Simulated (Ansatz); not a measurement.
**BiB: how the settings move a single-point run**

Aim: see which settings change the result for BiB, by how much, and at what cost. The cell is built on a prototype (rocksalt) and needn't be the phase found in nature.

Method: reference: DFT, HSE06, plane waves, PAW, in Ansatz 0.2.0.

1 further run of the same task is left out (it didn't finish).

### 1 Starting point

It takes space group Fm-3m (No. 225, cubic). Conventional cell: a = 5.254 Å, b = 5.254 Å, c = 5.254 Å, α = 90.00°, β = 90.00°, γ = 90.00°. B (site symmetry m-3m) is surrounded by 6 Bi at 2.63 Å. Around Bi (site symmetry m-3m) lie 6 B at 2.63 Å.

Structure file:

```cif
data_structure
_symmetry_space_group_name_H-M 'Fm-3m'
_symmetry_Int_Tables_number 225
_cell_length_a 5.2537
_cell_length_b 5.2537
_cell_length_c 5.2537
_cell_angle_alpha 90.000
_cell_angle_beta 90.000
_cell_angle_gamma 90.000
_cell_volume 145.01
loop_
_atom_site_label
_atom_site_type_symbol
_atom_site_symmetry_multiplicity
_atom_site_Wyckoff_symbol
_atom_site_fract_x
_atom_site_fract_y
_atom_site_fract_z
_atom_site_occupancy
B1 B 4 a 0.00000 0.00000 0.00000 1
Bi1 Bi 4 b 0.50000 0.00000 0.00000 1
```

### 2 Baseline

Input file input.yaml:

```yaml
crystal:
  lattice:
    - [0.0, 2.6268329274, 2.6268329274]
    - [2.6268329274, 0.0, 2.6268329274]
    - [2.6268329274, 2.6268329274, 0.0]
  atoms:
    - { symbol: B, position: [0.0, 0.0, 0.0] }
    - { symbol: Bi, position: [0.5, 0.5, 0.5] }
kpoints:
  mp_grid: { grid: [4, 4, 4] }
hamiltonian:
  xc: hse06
scf:
  occupations: { method: fermi_dirac, width: 0.02 }
  n_extra_bands: 4
output:
  forces: true
  stress: true
  eigenvalues: true
  write_density: true
  write_potential: true
  elf: true
  volumetric_format: npy
```

The run is started by

```bash
> ansatz run input.yaml --threads 4 --pin off --max-ram 3686MiB --backend cpu --events-out ev --progress --plain --runs-dir out
```

### 3 Variant: exchange pbe, correlation pbe, coeff 0.5, omega 0.3

Changes to input.yaml since step 2:

```diff
@@ -11,3 +11,3 @@
 hamiltonian:
-  xc: hse06
+  xc: { exchange: pbe, correlation: pbe, exx: { coeff: 0.5, omega: 0.3 } }
 scf:
@@ -19,5 +19 @@
   eigenvalues: true
-  write_density: true
-  write_potential: true
-  elf: true
-  volumetric_format: npy
```

### 4 Changing settings: exchange pbe, correlation pbe, coeff 1.0, omega 0.3

Changes to input.yaml since step 2:

```diff
@@ -11,3 +11,3 @@
 hamiltonian:
-  xc: hse06
+  xc: { exchange: pbe, correlation: pbe, exx: { coeff: 1.0, omega: 0.3 } }
 scf:
@@ -19,5 +19 @@
   eigenvalues: true
-  write_density: true
-  write_potential: true
-  elf: true
-  volumetric_format: npy
```

### 5 Variant: exchange pbe, correlation pbe, coeff 0.35, omega 0.3

Changes to input.yaml since step 2:

```diff
@@ -11,3 +11,3 @@
 hamiltonian:
-  xc: hse06
+  xc: { exchange: pbe, correlation: pbe, exx: { coeff: 0.35, omega: 0.3 } }
 scf:
@@ -19,5 +19 @@
   eigenvalues: true
-  write_density: true
-  write_potential: true
-  elf: true
-  volumetric_format: npy
```

### 6 Changed: exchange pbe, correlation pbe, coeff 0.5

Changes to input.yaml since step 2:

```diff
@@ -11,3 +11,3 @@
 hamiltonian:
-  xc: hse06
+  xc: { exchange: pbe, correlation: pbe, exx: { coeff: 0.5 } }
 scf:
@@ -19,5 +19 @@
   eigenvalues: true
-  write_density: true
-  write_potential: true
-  elf: true
-  volumetric_format: npy
```

### 7 Changed: ecutrho_ratio 8

Changes to input.yaml since step 2:

```diff
@@ -15,2 +15,3 @@
   n_extra_bands: 4
+  max_iter: 55
 output:
@@ -19,5 +20,3 @@
   eigenvalues: true
-  write_density: true
-  write_potential: true
-  elf: true
-  volumetric_format: npy
+basis:
+  ecutrho_ratio: 8
```

What does the calculation give? Wanted: for each run, ending; energy change; pressure; gap; force.

**Answer**, as computed:

| run | ending | energy change | pressure (GPa) | gap (eV) | force (eV/Å) | cycles | time |
| --- | --- | --- | --- | --- | --- | --- | --- |
| reference | converged | 0 | 0.7 | 0.00 | 0.00 | 22 | 9.1 s |
| 1: exchange pbe, correlation pbe, coeff 0.5, omega 0.3 | converged | not comparable | -0.9 | 0.00 | 0.00 | 24 | 9.2 s |
| 2: exchange pbe, correlation pbe, coeff 1.0, omega 0.3 | converged | not comparable | -4.4 | 0.00 | 0.00 | 30 | 11 s |
| 3: exchange pbe, correlation pbe, coeff 0.35, omega 0.3 | converged | not comparable | 0.3 | 0.00 | 0.00 | 14 | 7.9 s |
| 4: exchange pbe, correlation pbe, coeff 0.5 | converged | not comparable | 0.0 | 0.00 | 0.00 | 25 | 8.3 s |
| 5: ecutrho_ratio 8 | converged | 0.0 meV/atom | 0.7 | 0.00 | 0.00 | 20 | 10 s |

Times don't compare one to one where runs were asked for different outputs or read a saved state (see the inputs); cycles may leave out searches for a lower state.

Residual by cycle in the longest SCF loop of each run; runs are numbered as in the table. The quantity is the density residual dr2, in eV.

| cycle | reference | run 1 | run 2 | run 3 | run 4 | run 5 |
| --- | --- | --- | --- | --- | --- | --- |
| 1 | 0.0176 | 2.5e-6 | 2.1e-5 | 0.00178 | 1.0e-5 | 0.0176 |
| 2 | 0.00109 | 8.6e-7 | 9.7e-6 | 5.8e-4 | 7.7e-6 | 0.00109 |
| 3 | 4.7e-4 | 5.1e-7 | 9.6e-6 | 2.6e-5 | 7.7e-6 | 4.7e-4 |
| 4 | 3.3e-4 | 3.7e-8 | 6.4e-6 | 4.3e-7 | 7.4e-7 | 3.3e-4 |
| 5 | 2.0e-4 | 2.9e-8 | 7.9e-7 | 1.8e-8 | 2.2e-7 | 2.0e-4 |
| 6 | 5.0e-5 | 1.9e-8 | 5.7e-7 | 1.3e-9 | 2.2e-7 | 5.0e-5 |
| 7 | 3.8e-6 | 1.4e-9 | 6.0e-8 | 6.8e-11 | 2.9e-8 | 3.8e-6 |
| 8 | 8.3e-7 | - | 4.5e-8 | - | 1.1e-8 | 8.3e-7 |
| 9 | - | - | 1.6e-9 | - | - | - |

**Reading.** «ecutrho_ratio 8» leaves the energy as it was.
